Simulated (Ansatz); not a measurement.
# AlBF2H2: taking an electron away

An exercise on one series of results from a longer session: the logs are not shown, and one member is left open.

Computed with Ansatz 0.2.0, Gaussian basis. Level: unrestricted cation, the program's frozen cores in correlated methods.

The runs, in order: UKS PBE-D4/def2-TZVPP; UKS r2SCAN-D4/def2-TZVPP; UKS PBE0-D4/def2-TZVPP; UKS B3LYP-D4/def2-TZVPP; UKS wB97X-V/def2-TZVPP; UKS wB97M-V/def2-TZVPP; UKS B2PLYP/def2-TZVPP; UHF-CCSD(T)/def2-TZVPP; UHF-MP2/def2-QZVPP; extrapolation to the limit; then −ε(HOMO) from the neutral's earlier runs with LDA (SPW92), PBE-D4, revPBE-D4, BLYP-D4, r2SCAN-D4, B97M-V, PBE0-D4, B3LYP-D4, r2SCANh-D4, r2SCAN0-D4, HSE06-D4, BHLYP-D4, CAM-B3LYP-D4, LC-ωPBE, ωB97X-V, ωB97M-V.

## The relaxed structure

All runs share one geometry, relaxed beforehand with PBE0-D4 in a triple-zeta def2 set.

SMILES `F[BH][AlH][F]`, 6 atoms, charge 0, spin multiplicity 1.

Atoms are counted from 1 here; the program's logs count them from 0.

Bond lengths: F1–B2 1.327 Å, B2–Al3 2.163 Å, B2–H5 1.207 Å, Al3–F4 1.656 Å, Al3–H6 1.585 Å. Angles: F1–B2–Al3 119.9°, F1–B2–H5 114.7°, Al3–B2–H5 125.4°, B2–Al3–F4 116.3°, B2–Al3–H6 127.8°, F4–Al3–H6 115.8°.

Set-up of the first run:

Contents of in.yaml:

```yaml
crystal:
  periodic: [false, false, false]
  atoms:
    - {symbol: F, position_ang: [1.185377, -0.904880, -1.540497]}
    - {symbol: B, position_ang: [0.718795, 0.148659, -0.883251]}
    - {symbol: Al, position_ang: [-0.580280, -0.132854, 0.822849]}
    - {symbol: F, position_ang: [-2.192553, 0.149712, 0.571616]}
    - {symbol: H, position_ang: [1.082783, 1.215056, -1.315847]}
    - {symbol: H, position_ang: [-0.172022, -0.539792, 2.298930]}
basis:
  gaussian: {orbitals: def2-TZVPP}
total_charge: 1
magnetization: {spin_polarized: true, initial_magnetization: 1}
hamiltonian: {xc: pbe, dispersion: d4}
```

On the command line:

```
$ ansatz run in.yaml --threads 2 --pin off --events-out ev --progress --plain --max-ram 4352MiB
```

Among the steps run: Cation, UKS PBE-D4/def2-TZVPP; Cation, UKS r2SCAN-D4/def2-TZVPP; Cation, UKS PBE0-D4/def2-TZVPP; Cation, UKS B3LYP-D4/def2-TZVPP; Cation, UKS wB97X-V/def2-TZVPP; Cation, UKS wB97M-V/def2-TZVPP; Cation, UKS B2PLYP (frozen core)/def2-TZVPP; Cation, UHF-CCSD(T)/def2-TZVPP; Cation, UHF-MP2/def2-QZVPP.

One of the session's tables, all rows but one given; the rest of the session is left out.

It belongs to the step «Ionisation energies side by side». Orbital estimates, from the neutral's runs:

| functional | −ε(HOMO) (eV) |
| --- | --- |
| LDA (SPW92) | 6.41 |
| PBE-D4 | 6.32 |
| revPBE-D4 | 6.27 |
| BLYP-D4 | 6.24 |
| r2SCAN-D4 | 6.57 |
| B97M-V | 6.63 |
| PBE0-D4 | 7.60 |
| B3LYP-D4 | 7.43 |
| r2SCANh-D4 | 7.05 |
| r2SCAN0-D4 | 7.76 |
| HSE06-D4 | 7.20 |
| BHLYP-D4 | 8.83 |
| CAM-B3LYP-D4 | 8.99 |
| LC-ωPBE | 10.28 |
| ωB97X-V | ? |
| ωB97M-V | 9.73 |

**Question.** Estimate the row for ωB97X-V.

**Answer.** −ε(HOMO) (eV): 9.94. In the column «−ε(HOMO) (eV)» it lies between ωB97M-V (9.73) and LC-ωPBE (10.28).

To keep in mind: The cation may have settled in a state other than its lowest; no search over hole states beyond the program's own was made.
